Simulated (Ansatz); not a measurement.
# C2H7BBrNO: up Jacob's ladder to CCSD(T)

An exercise on one series of results from a longer session: the logs are not shown, and one member is left open.

Computed with Ansatz 0.2.0, Gaussian basis. Level: functionals in def2-TZVPP, the program's frozen cores in correlated methods.

Levels to be run: PBE-D4, r2SCAN-D4, PBE0-D4, B3LYP-D4, ωB97X-V, ωB97M-V, B2PLYP; CCSD(T)/def2-TZVPP; MP2/def2-QZVPP; extrapolation to the limit.

### Structure used throughout

An earlier PBE0-D4 in a triple-zeta def2 set relaxation fixed the geometry.

13 atoms, charge 0, spin multiplicity 1.

Atoms are counted from 1 here; the program's logs count them from 0.

Bond lengths: C1–N2 1.441 Å, C1–H7 1.096 Å, C1–H8 1.096 Å, C1–H9 1.088 Å, N2–C3 1.447 Å, N2–B4 1.394 Å, C3–H10 1.096 Å, C3–H11 1.096 Å, C3–H12 1.088 Å, B4–O5 1.364 Å, B4–Br6 1.960 Å, O5–H13 0.958 Å. Angles: N2–C1–H7 110.6°, N2–C1–H8 110.6°, N2–C1–H9 110.7°, H7–C1–H8 107.7°, H7–C1–H9 108.5°, H8–C1–H9 108.6°, C1–N2–C3 113.4°, C1–N2–B4 126.0°, C3–N2–B4 120.5°, N2–C3–H10 110.6°, N2–C3–H11 110.6°, N2–C3–H12 110.4°, H10–C3–H11 107.8°, H10–C3–H12 108.7°, H11–C3–H12 108.7°, N2–B4–O5 120.9°, N2–B4–Br6 121.4°, O5–B4–Br6 117.7° and more.

Set-up of the first run:

in.yaml

```yaml
crystal:
  periodic: [false, false, false]
  atoms:
    - {symbol: C, position_ang: [-0.125112, -0.196681, -1.540606]}
    - {symbol: N, position_ang: [0.025584, -0.028884, -0.117427]}
    - {symbol: C, position_ang: [1.319299, -0.448201, 0.377918]}
    - {symbol: B, position_ang: [-0.935167, 0.480050, 0.754550]}
    - {symbol: O, position_ang: [-0.680333, 0.594524, 2.089809]}
    - {symbol: Br, position_ang: [-2.694904, 1.055538, 0.111217]}
    - {symbol: H, position_ang: [0.630438, 0.386008, -2.080505]}
    - {symbol: H, position_ang: [0.001826, -1.248851, -1.821134]}
    - {symbol: H, position_ang: [-1.110558, 0.131031, -1.863475]}
    - {symbol: H, position_ang: [2.119999, 0.127294, -0.100611]}
    - {symbol: H, position_ang: [1.490900, -1.508063, 0.157618]}
    - {symbol: H, position_ang: [1.378594, -0.301100, 1.453845]}
    - {symbol: H, position_ang: [-1.420576, 0.957325, 2.578790]}
basis:
  gaussian: {orbitals: def2-TZVPP}
hamiltonian: {xc: pbe, dispersion: d4}
output: {forces: true, orbitals: {seedname: orbitals}}
```

The run is started by

```
ansatz run in.yaml --threads 2 --pin off --events-out ev --progress --plain --max-ram 22528MiB --backend cuda --devices 0, --max-vram 18GiB
```

Among the steps run: PBE-D4 (GGA); r2SCAN-D4 (meta-GGA); PBE0-D4 (hybrid); B3LYP-D4 (hybrid); ωB97X-V (range-separated); ωB97M-V (range-separated); B2PLYP (double hybrid); CCSD(T) in def2-TZVPP; MP2 in def2-QZVPP.

One table of the session follows, with a row left open; its other results are not shown here.

| method | atomisation energy (eV) |
| --- | --- |
| PBE-D4 | 54.281 |
| r2SCAN-D4 | 53.173 |
| PBE0-D4 | 53.298 |
| B3LYP-D4 | 53.046 |
| ωB97X-V | 53.059 |
| ωB97M-V | ? |
| B2PLYP | 52.499 |
| HF/def2-TZVPP | 38.627 |
| MP2/def2-TZVPP | 52.701 |
| CCSD/def2-TZVPP | 50.803 |
| CCSD(T)/def2-TZVPP | 51.608 |
| MP2/CBS | 54.080 |
| CCSD(T)/CBS | 52.988 |

Estimate the missing values for ωB97M-V.

As computed: atomisation energy (eV): 53.171. In the column «atomisation energy (eV)» it lies between ωB97X-V (53.059) and r2SCAN-D4 (53.173).

Limits of these values: Free atoms (2 C, 1 N, 1 B, 1 O, 1 Br, 7 H) were run apart at each level; the atomisation energy is their sum less the molecule, without zero-point or spin-orbit terms.
